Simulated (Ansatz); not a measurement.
# Co2Te: the cost of one run

Computed with Ansatz 0.2.0 (DFT PBE, scalar-relativistic, plane waves, PAW, unless a step's input says otherwise).

1 further run of the same task is left out (it didn't finish).

### 1 The structure to begin with

The structure is hexagonal, space group P6_3/mmc (No. 194). The conventional cell has a = 3.091 Å, b = 3.091 Å, c = 12.023 Å, α = 90.00°, β = 90.00°, γ = 120.00°. Around Co (site symmetry 3m) lie 3 Te at 2.31 Å. Te (site symmetry -6m2) is surrounded by 6 Co at 2.31 Å.

Coordinates:

```
CELL_PARAMETERS angstrom
3.09112 0.00000 0.00000
-1.54556 2.67699 0.00000
0.00000 0.00000 12.02319
ATOMIC_POSITIONS crystal
Co 0.33333 0.66667 0.62750
Co 0.66667 0.33333 0.12750
Co 0.33333 0.66667 0.87250
Co 0.66667 0.33333 0.37250
Te 0.33333 0.66667 0.25000
Te 0.66667 0.33333 0.75000
```

(A quick probe on a coarse mesh, which set the mesh and smearing, is not shown.)

### 3 Coarse relaxation

input.yaml

```yaml
crystal:
  lattice:
    - [3.091120712, 0.0, 0.0]
    - [-1.545560356, 2.6769890627, 0.0]
    - [0.0, 0.0, 12.0231919953]
  atoms:
    - { symbol: Co, position: [0.3333333333, 0.6666666667, 0.6275], spin: 0.13 }
    - { symbol: Co, position: [0.6666666667, 0.3333333333, 0.1275], spin: 0.13 }
    - { symbol: Co, position: [0.3333333333, 0.6666666667, 0.8725], spin: 0.13 }
    - { symbol: Co, position: [0.6666666667, 0.3333333333, 0.3725], spin: 0.13 }
    - { symbol: Te, position: [0.3333333333, 0.6666666667, 0.25] }
    - { symbol: Te, position: [0.6666666667, 0.3333333333, 0.75] }
basis:
  ecutwfc: 420
kpoints:
  mp_grid: { grid: [6, 6, 2] }
hamiltonian:
  xc: pbe
scf:
  occupations: { method: gaussian, width: 0.1 }
  lower_state_search: "off"
output:
  forces: true
  stress: true
  eigenvalues: true
  populations: true
magnetization:
  spin_polarized: true
relax:
  adjacent_minimum: "off"
  f_tol: 0.04
  max_steps: 70
  cell: { stress_tol: 0.4 }
```

Started as:

```sh
$ ansatz run input.yaml --threads 1 --pin off --max-ram 2560MiB --backend cpu --events-out ev --progress --plain --runs-dir out
```

**Question.** How long does this run take on 1 thread of Arm Neoverse V2, shared host, and how much memory does it need?

About 4.5 min, with a peak of 0.46 GiB.
